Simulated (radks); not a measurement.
**Tc²⁺ in [Ar] 3d10 4s1.5 4p6 4d5 5p0.5: an all-electron calculation**

An exercise on one series of results from a longer session: the logs are not shown, and one member is left open.

Program: radks (a radial shooting solver on a logarithmic mesh, Libxc functionals) version 1. Level of theory: Dirac Kohn-Sham, PBE, spin-unpolarised, spherical densities, finite nucleus; open shells fill j = l - 1/2 first. These are calculated values, not measurements, unless marked.

## The atom as given

```
element            : technetium (Z = 43)
charge             : +2
electrons          : 41
configuration      : [Ar] 3d10 4s1.5 4p6 4d5 5p0.5
nuclear rms radius : 4.4112 fm
```

Set-up of the first run:

The run's settings:

```text
Z 43
configuration [Ar] 3d10 4s1.5 4p6 4d5 5p0.5
relativity Dirac
functional pbe,pbe
spin unpolarised
j_filling energy
nucleus finite rms 4.4112 fm
c 137.035999084
```

Steps of the session up to this table: Self-consistent calculation.

One of the session's tables, all rows but one given; the rest of the session is left out.

It belongs to the step «Shells». Sizes of the orbitals, from the radial functions (bohr):

| level | <r> | outermost maximum (interpolated) | 90 % within | nodes |
| --- | --- | --- | --- | --- |
| 1s1/2 | 0.03428 | 0.0223 | 0.0614 | 0 |
| 2s1/2 | 0.1493 | 0.126 | 0.231 | 1 |
| 2p1/2 | 0.1271 | 0.0981 | 0.208 | 0 |
| 2p3/2 | 0.1318 | 0.102 | 0.214 | 0 |
| 3s1/2 | 0.4151 | 0.372 | 0.613 | 2 |
| 3p1/2 | 0.4089 | 0.359 | 0.618 | 1 |
| 3p3/2 | 0.4195 | 0.369 | 0.633 | 1 |
| 3d3/2 | 0.3968 | 0.310 | 0.633 | 0 |
| 3d5/2 | 0.4003 | 0.313 | 0.638 | 0 |
| 4s1/2 | 1.052 | 0.948 | 1.53 | 3 |
| 4p1/2 | 1.141 | 1.00 | 1.69 | 2 |
| 4p3/2 | 1.170 | 1.03 | 1.73 | 2 |
| 4d3/2 | 1.554 | 1.24 | 2.43 | 1 |
| 4d5/2 | ? | ? | ? | ? |
| 5p1/2 | 3.284 | 2.89 | 4.78 | 3 |
| 5p3/2 | 3.354 | 2.96 | 4.88 | 3 |

**Question.** Estimate the row for 4d5/2.

The run gave: <r>: 1.569; outermost maximum (interpolated): 1.25; 90 % within: 2.45; nodes: 1. In the column «<r>» it lies between 4d3/2 (1.554) and 5p1/2 (3.284).
